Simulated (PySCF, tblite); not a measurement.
# C₆H₇Cl: geometry, infrared bands and NMR shifts

Wanted: the infrared bands and NMR shifts of C₆H₇Cl (`C=CC(=C)/C=C/Cl`), by calculation.

Computed with tblite 0.8.0 and PySCF 2.14.0, with density-fitted response routines of our own, on a single molecule in the gas phase. Atoms are numbered from 0 throughout.

## Step 1: The molecule as given

14 atoms, charge 0, multiplicity 1; geometry from: force field or distance geometry start.

Bonds of the start (Å): C0–C1 1.34, C1–C2 1.47, C2–C3 1.35, C2–C4 1.45, C4–C5 1.33, C5–Cl6 1.72, C0–H7 1.08, C0–H8 1.09, C1–H9 1.09, C3–H10 1.08, C3–H11 1.09, C4–H12 1.08, C5–H13 1.08.

## Step 2: Geometry optimisation with GFN2-xTB

Job settings and geometry (Å):

```
{"job": {"kind": "relax", "xc": "GFN2-xTB", "basis": "xTB"}, "charge": 0, "multiplicity": 1}
C     -0.144000     2.031800    -0.396800
C     -0.930200     0.956900    -0.245300
C     -0.470100    -0.429000    -0.412100
C     -1.355500    -1.283500    -0.966400
C      0.838300    -0.939800    -0.048200
C      1.562000    -0.498400     0.973300
Cl     3.107500    -1.139900     1.360400
H      0.897900     1.967800    -0.679100
H     -0.557800     3.026800    -0.256200
H     -1.977700     1.094800     0.027600
H     -2.355600    -0.987400    -1.260800
H     -1.109100    -2.338500    -1.120600
H      1.224000    -1.746800    -0.659200
H      1.269600     0.284900     1.656400
```

The run is started by

```bash
$ OMP_NUM_THREADS=1 python probes_run.py task.json out
```

This one command runs all jobs of the session in turn.

**Question.** This job is followed by: GFN2-xTB harmonic vibrations, gas phase; GIAO PBE0/pcSseg-1 NMR shielding, non-relativistic, gas phase. Predict these results of the whole session: strongest single infrared mode (GFN2-xTB); zero-point energy (GFN2-xTB); 13C shifts against TMS (PBE0/pcSseg-1); 1H shifts against TMS (PBE0/pcSseg-1); 35Cl shifts against HCl (PBE0/pcSseg-1).

As calculated:

```
                                 quantity                                         value
strongest single infrared mode (GFN2-xTB)                          1638 cm⁻¹, 52 km/mol
             zero-point energy (GFN2-xTB)                                 66.7 kcal/mol
   13C shifts against TMS (PBE0/pcSseg-1)  149.8, 144.5, 140.3, 138.7, 126.9, 122.9 ppm
    1H shifts against TMS (PBE0/pcSseg-1)  6.77, 6.72, 6.70, 5.90, 5.67, 5.33, 5.30 ppm
  35Cl shifts against HCl (PBE0/pcSseg-1)                                       207 ppm
```

**Reading.** Relaxing lowered the energy by 0.101 eV in 60 steps; the close pair that moved most is C3–H11, from 1.094 to 1.076 Å. No mode is imaginary among the 36: a minimum at this level. The strongest single mode, at 1638 cm⁻¹, moves mainly C4 and C5. GFN2-xTB is a fitted tight-binding method: band positions and strengths are rough. Its intensities can rank the bands wrongly. At PBE0/pcSseg-1: Shielding is most anisotropic at Cl6 (span 418 ppm, paramagnetic term -402 ppm).
